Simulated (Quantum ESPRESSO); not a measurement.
Be5I2 under changes of volume

One of the cells (21.392 Å³/atom); the others are scaled copies at fixed shape and fractional positions:

```
Be I
1.0
     6.01693   -1.78910    0.00000
     6.01693    1.78910    0.00000
    -5.31971    0.00000    6.95518
Be I
5 2
Direct
  0.58146 0.58146 0.37375
  0.41854 0.41854 0.62625
  0.00000 0.00000 0.50000
  0.18148 0.18148 0.09993
  0.81852 0.81852 0.90007
  0.37050 0.37050 0.09811
  0.62950 0.62950 0.90189
```

The cell was built by a generator and needn't be a form met in nature.

* Program: Quantum ESPRESSO 7.5
* Functional: PBE
* Potentials or basis: JTH 2.0 LDA
* Cutoff: 490 eV
* Density cutoff: 2939 eV
* k mesh: 7 × 7 × 3
* Occupations: methfessel-paxton, width 0.136 eV
* Spin: no spin polarisation

| volume (Å³/atom) | energy over the lowest point (meV/atom) | pressure (GPa) | largest force (eV/Å) |
| --- | --- | --- | --- |
| 20.108 | ? | ? | ? |
| 20.536 | 102.14 | 10.7 | 4.929 |
| 20.964 | 74.95 | 9.2 | 4.673 |
| 21.392 | 51.47 | 7.9 | 4.432 |
| 21.820 | 31.37 | 6.7 | 4.206 |
| 22.248 | 14.32 | 5.6 | 3.992 |
| 22.675 | 0.00 | 4.6 | 3.791 |

Question: What does the run at 20.108 Å³/atom give?

Answer: Energy over the lowest point 133.45 meV/atom; pressure 12.3 GPa; largest force 5.201 eV/Å.

Worked out: A Birch-Murnaghan fit of order 3 (a polynomial in V^(-2/3)) to the other rows has no minimum within the range. It gives 133.50 meV/atom at 20.108 Å³/atom, against the run's 133.45, and -dE/dV = 12.6 GPa, against 12.3.

Energies are extrapolated to zero smearing.

Caveats: the potentials were made for another functional, which shifts forces and pressure; the cutoff is low for these files, which shifts pressure and relaxed volume.
